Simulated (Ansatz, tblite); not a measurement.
**AsH2(tBu) (C4H11As): removing an electron**

The task here is to estimate one member of a computed series from the others.

Computed with Ansatz 0.2.0, Gaussian basis. Level: as each input shows.

Plan: charge +1 doublet, at the geometry of the singlet (PBE0-D4/def2-TZVP, PBE-D4/def2-TZVP, LC-ωPBE/def2-TZVP, CCSD(T)/def2-SVP); the starting singlet's energies come from earlier runs.

2 further runs of the same task are left out: 2 set aside as unsound or not needed.

## The geometry

The singlet was relaxed beforehand with PBE-D4/def2-SVP.

16 atoms, charge 0, spin multiplicity 1.

Atoms are counted from 1 here; the program's logs count them from 0.

Bond lengths: As1–H2 1.543 Å, As1–H3 1.543 Å, As1–C4 2.034 Å, C4–C5 1.536 Å, C4–C6 1.536 Å, C4–C7 1.532 Å, C5–H8 1.112 Å, C5–H9 1.110 Å, C5–H10 1.110 Å, C6–H11 1.110 Å, C6–H12 1.110 Å, C6–H13 1.112 Å, C7–H14 1.109 Å, C7–H15 1.109 Å, C7–H16 1.114 Å. Angles: H2–As1–H3 91.3°, H2–As1–C4 94.8°, H3–As1–C4 94.9°, As1–C4–C5 106.7°, As1–C4–C6 106.7°, As1–C4–C7 111.8°, C5–C4–C6 110.4°, C5–C4–C7 110.6°, C6–C4–C7 110.6°, C4–C5–H8 110.1°, C4–C5–H9 111.9°, C4–C5–H10 111.8°, H8–C5–H9 107.5°, H8–C5–H10 107.4°, H9–C5–H10 107.9°, C4–C6–H11 111.9°, C4–C6–H12 111.8°, C4–C6–H13 110.1° and more.

The first run:

in.yaml reads:

```yaml
crystal:
  periodic: [false, false, false]
  atoms:
    - {symbol: As, position_ang: [0.886667, 1.467138, 1.177401]}
    - {symbol: H, position_ang: [2.117774, 1.571815, 0.252425]}
    - {symbol: H, position_ang: [0.178267, 2.610610, 0.420529]}
    - {symbol: C, position_ang: [-0.001691, -0.020798, 0.112509]}
    - {symbol: C, position_ang: [-1.444561, -0.131962, 0.627467]}
    - {symbol: C, position_ang: [0.776250, -1.308954, 0.420345]}
    - {symbol: C, position_ang: [0.011690, 0.269333, -1.391852]}
    - {symbol: H, position_ang: [-1.968890, -0.970438, 0.118033]}
    - {symbol: H, position_ang: [-1.481227, -0.330009, 1.718612]}
    - {symbol: H, position_ang: [-2.025741, 0.792083, 0.428057]}
    - {symbol: H, position_ang: [0.794185, -1.533011, 1.506943]}
    - {symbol: H, position_ang: [1.826170, -1.250844, 0.065870]}
    - {symbol: H, position_ang: [0.300349, -2.174578, -0.091184]}
    - {symbol: H, position_ang: [1.044640, 0.368579, -1.782475]}
    - {symbol: H, position_ang: [-0.534551, 1.203006, -1.635377]}
    - {symbol: H, position_ang: [-0.479350, -0.561959, -1.947302]}
basis:
  gaussian: {orbitals: def2-TZVP}
total_charge: 1
magnetization: {spin_polarized: true, initial_magnetization: 1}
hamiltonian: {xc: pbe0, dispersion: d4}
scf: {omitted_lower_state_checks: [starts]}
output: {orbitals: {seedname: orbitals}}
```

The run is started by

```bash
$ ansatz run in.yaml --threads 4 --pin off --events-out ev --progress --plain --max-ram 8704MiB
```

Steps of the session up to this table: Charge +1 doublet at the fixed geometry, PBE0-D4/def2-TZVP; Charge +1 doublet at the fixed geometry, PBE-D4/def2-TZVP; Charge +1 doublet at the fixed geometry, LC-ωPBE/def2-TZVP; Charge +1 doublet at the fixed geometry, CCSD(T)/def2-SVP.

One table of the session follows, with a row left open; its other results are not shown here.

It belongs to the step «Vertical ionisation energy». 

```
           method  vertical ionisation energy (eV)
      HF/def2-SVP                             8.28
 PBE-D4/def2-TZVP                             8.90
PBE0-D4/def2-TZVP                             9.03
LC-ωPBE/def2-TZVP                             9.16
     MP2/def2-SVP                             9.04
    CCSD/def2-SVP                                ?
 CCSD(T)/def2-SVP                             9.01
```

Q: Estimate the row for CCSD/def2-SVP from the others.

The run gave: vertical ionisation energy (eV): 9.00. In the column «vertical ionisation energy (eV)» it lies between PBE-D4/def2-TZVP (8.90) and CCSD(T)/def2-SVP (9.01).
